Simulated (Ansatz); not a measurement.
# C2H8FInS: basis-set convergence

One table from this session's results is given with a row withheld; the runs are named, their logs left out.

The runs use Ansatz 0.2.0, Gaussian basis; one geometry, several basis sets.

Plan: PBE0-D4/def2-SVP; ωB97M-V/def2-SVP; PBE0-D4/def2-QZVPP; ωB97M-V/def2-QZVPP; the functionals' def2-TZVPP values are taken from earlier runs.

## The relaxed structure

The geometry comes from an earlier relaxation with PBE0-D4 in a triple-zeta def2 set; it is a stationary point, not always the lowest conformer. In takes the def2 core potential; no spin-orbit term is included.

13 atoms, charge 0, spin multiplicity 1.

Atoms are counted from 1 here; the program's logs count them from 0.

Bond lengths: C1–In2 2.137 Å, C1–H6 1.091 Å, C1–H7 1.091 Å, C1–H8 1.090 Å, In2–C3 2.135 Å, In2–S5 2.498 Å, C3–H9 1.091 Å, C3–H10 1.090 Å, C3–H11 1.091 Å, F4–H12 0.967 Å, S5–H13 1.343 Å. Angles: In2–C1–H6 109.7°, In2–C1–H7 108.5°, In2–C1–H8 111.6°, H6–C1–H7 108.7°, H6–C1–H8 109.1°, H7–C1–H8 109.2°, C1–In2–C3 139.0°, C1–In2–S5 111.1°, C3–In2–S5 109.4°, In2–C3–H9 108.6°, In2–C3–H10 111.6°, In2–C3–H11 109.6°, H9–C3–H10 109.2°, H9–C3–H11 108.6°, H10–C3–H11 109.1°, In2–S5–H13 94.4°.

Set-up of the first run:

Input file in.yaml:

```yaml
crystal:
  periodic: [false, false, false]
  atoms:
    - {symbol: C, position_ang: [-1.301021, -1.239209, 1.105522]}
    - {symbol: In, position_ang: [0.218866, -0.170203, 0.049465]}
    - {symbol: C, position_ang: [1.578097, -0.479126, -1.568269]}
    - {symbol: F, position_ang: [-1.181546, 1.701551, -0.974511]}
    - {symbol: S, position_ang: [0.764143, 1.981828, 1.193757]}
    - {symbol: H, position_ang: [-0.983461, -1.408416, 2.135469]}
    - {symbol: H, position_ang: [-2.208326, -0.633682, 1.114051]}
    - {symbol: H, position_ang: [-1.515875, -2.199139, 0.636468]}
    - {symbol: H, position_ang: [1.491196, 0.359201, -2.260577]}
    - {symbol: H, position_ang: [1.364662, -1.406732, -2.098954]}
    - {symbol: H, position_ang: [2.599792, -0.512134, -1.187039]}
    - {symbol: H, position_ang: [-0.660983, 2.157280, -0.298887]}
    - {symbol: H, position_ang: [-0.145043, 1.814279, 2.168303]}
basis:
  gaussian: {orbitals: def2-SVP}
hamiltonian: {xc: pbe0, dispersion: d4}
output: {orbitals: {seedname: orbitals}}
```

Among the steps run: PBE0-D4 in def2-SVP; ωB97M-V in def2-SVP; PBE0-D4 in def2-QZVPP; ωB97M-V in def2-QZVPP.

One table of the session follows, with a row left open; its other results are not shown here.

It belongs to the step «Functionals by basis». 

| functional | basis | HOMO (eV) |
| --- | --- | --- |
| PBE0-D4 | def2-SVP | -7.41 |
| PBE0-D4 | def2-TZVPP | -7.55 |
| PBE0-D4 | def2-QZVPP | -7.57 |
| ωB97M-V | def2-SVP | ? |
| ωB97M-V | def2-TZVPP | -9.71 |
| ωB97M-V | def2-QZVPP | -9.73 |

Q: Estimate the row for ωB97M-V, def2-SVP from the others.

As computed: HOMO (eV): -9.55. In the column «HOMO (eV)» it lies between ωB97M-V, def2-TZVPP (-9.71) and PBE0-D4, def2-QZVPP (-7.57).
